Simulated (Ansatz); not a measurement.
# Au: the cost of one run

Program: Ansatz 0.2.0. Level of theory: DFT PBEsol, scalar-relativistic, plane waves, PAW. These are calculated values, not measurements.

### Step 1. Starting point

The structure is cubic, space group Pm-3n (No. 223). Conventional cell: a = 5.279 Å, b = 5.279 Å, c = 5.279 Å, α = 90.00°, β = 90.00°, γ = 90.00°. Au (site symmetry m-3) is surrounded by 12 Au at 2.95 Å. Around Au (site symmetry -4m2) lie 6 Au at 2.64 to 2.95 Å.

Coordinates:

```xyz
8
Lattice="5.2790 0.0000 0.0000 0.0000 5.2790 0.0000 0.0000 0.0000 5.2790" Properties=species:S:1:pos:R:3 pbc="T T T"
Au    2.6395    2.6395    2.6395
Au    0.0000    0.0000    0.0000
Au    1.3198    0.0000    2.6395
Au    2.6395    1.3198    0.0000
Au    2.6395    3.9593    0.0000
Au    3.9593    0.0000    2.6395
Au    0.0000    2.6395    3.9593
Au    0.0000    2.6395    1.3198
```

This is candidate A: beta-tungsten (A15) type (Pm-3n, No. 223).

(A quick probe on a coarse mesh, which set the mesh and smearing, is not shown.)

### Step 3. Rough relaxation on the coarse mesh (candidate A)

The input, input.yaml:

```yaml
crystal:
  lattice:
    - [5.2790342348, 0.0, 0.0]
    - [0.0, 5.2790342348, 0.0]
    - [0.0, 0.0, 5.2790342348]
  atoms:
    - { symbol: Au, position: [0.5, 0.5, 0.5] }
    - { symbol: Au, position: [0.0, 0.0, 0.0] }
    - { symbol: Au, position: [0.25, 0.0, 0.5] }
    - { symbol: Au, position: [0.5, 0.25, 0.0] }
    - { symbol: Au, position: [0.5, 0.75, 0.0] }
    - { symbol: Au, position: [0.75, 0.0, 0.5] }
    - { symbol: Au, position: [0.0, 0.5, 0.75] }
    - { symbol: Au, position: [0.0, 0.5, 0.25] }
basis:
  ecutwfc: 420
kpoints:
  mp_grid: { grid: [4, 4, 4] }
hamiltonian:
  xc: pbesol
scf:
  occupations: { method: gaussian, width: 0.1 }
  lower_state_search: "off"
output:
  forces: true
  stress: true
  eigenvalues: true
relax:
  adjacent_minimum: "off"
  f_tol: 0.04
  max_steps: 70
  cell: { stress_tol: 0.4 }
```

What time and memory should one allow on 1 thread of an x86-64 CPU, shared host?

About 20 s, with a peak of 0.48 GiB.
